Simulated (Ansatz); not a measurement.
# C5H9B: single point in a Gaussian basis, by script

Computed with Ansatz 0.2.0, driven from Python. Level of theory: MP2/def2-SVP.

**1. The system**

Bond lengths: C1–C2 1.335 Å, C2–B3 1.575 Å, B3–C4 1.584 Å, C4–C5 1.342 Å, C4–C6 1.505 Å, C1–H7 1.085 Å, C1–H8 1.086 Å, C2–H9 1.084 Å, B3–H10 1.183 Å, C5–H11 1.083 Å, C5–H12 1.086 Å, C6–H13 1.111 Å, C6–H14 1.111 Å, C6–H15 1.110 Å. Angles (14 of 21 angles, heavy atoms first): C1–C2–B3 121.0°, C2–B3–C4 123.9°, B3–C4–C5 122.0°, B3–C4–C6 118.4°, C5–C4–C6 119.5°, C1–C2–H9 118.7°, B3–C2–H9 120.3°, C2–C1–H7 119.9°, C2–C1–H8 121.5°, C2–B3–H10 118.2°, C4–B3–H10 118.0°, C4–C5–H11 122.3°, C4–C5–H12 120.6°, C4–C6–H13 110.9°.

No structure file is read: the coordinates are typed or built in the script.

**2. The code**

File energy_c5h9b.py:

```python
'''Single point of C5H9B.'''

import ansatz as az
import numpy as np
import pandas as pd


def main() -> None:
    molecule = (
        az.Crystal.molecule()
        .atom('C', [2.9765, -0.2231, -0.0677])
        .atom('C', [1.7008, -0.5854, -0.2201])
        .atom('B', [0.5282, 0.4048, 0.1351])
        .atom('C', [-1.007, 0.0426, -0.0099])
        .atom('C', [-1.4185, -1.194, -0.3303])
        .atom('C', [-2.0252, 1.1018, 0.3161])
        .atom('H', [3.7702, -0.9187, -0.3207])
        .atom('H', [3.2458, 0.7604, 0.3073])
        .atom('H', [1.484, -1.5767, -0.6002])
        .atom('H', [0.8086, 1.4908, 0.511])
        .atom('H', [-0.7239, -1.9997, -0.5349])
        .atom('H', [-2.4779, -1.4263, -0.3873])
        .atom('H', [-1.6228, 2.1162, 0.1074])
        .atom('H', [-2.9431, 0.971, -0.2967])
        .atom('H', [-2.2957, 1.0364, 1.3909])
    )

    base = (
        molecule.calculation()
        .basis(gaussian='def2-SVP')
        .correlation('MP2')
        .forces()
    )
    outcome = base.run(threads=1, pin='off')
    r = outcome.report

    for key in ('converged', 'free_energy_ev', 'reference_energy_ev', 'n_frozen', 'n_occupied', 'n_virtual'):
        print(f'{key:22s} {r[key]}')

    print('correlation energy', round(r['free_energy_ev'] - r['reference_energy_ev'], 5), 'eV')
    cluster = r['correlation'].get('coupled_cluster')
    if cluster:
        print('cycles', cluster['cycles'], ' T1 diagnostic', round(cluster['t1_diagnostic'], 4), ' largest double', round(cluster['largest_double'], 4))

    symbols = [site.symbol for site in molecule.cartesian_sites]
    forces = np.array(r['forces_ev_ang'])
    print('largest force', round(float(np.linalg.norm(forces, axis=1).max()), 4), 'eV/A, rms', round(float(np.sqrt((forces ** 2).mean())), 4))

    charges = r['charge_distribution']
    table = pd.DataFrame({'atom': symbols, 'mulliken': charges['mulliken_charges_e'], 'lowdin': charges['lowdin_charges_e']})
    print(table.round(3).to_string())
    print('dipole (e A):', np.round(charges['dipole_moment_e_ang'], 4) + 0.0)


if __name__ == '__main__':
    main()
```

**3. The run**

Run with:

```console
$ python energy_c5h9b.py
```

Q: Estimate wall time and peak memory on 1 thread of Arm Neoverse V1, shared host.

About 8.8 s, with a peak of 0.47 GiB.
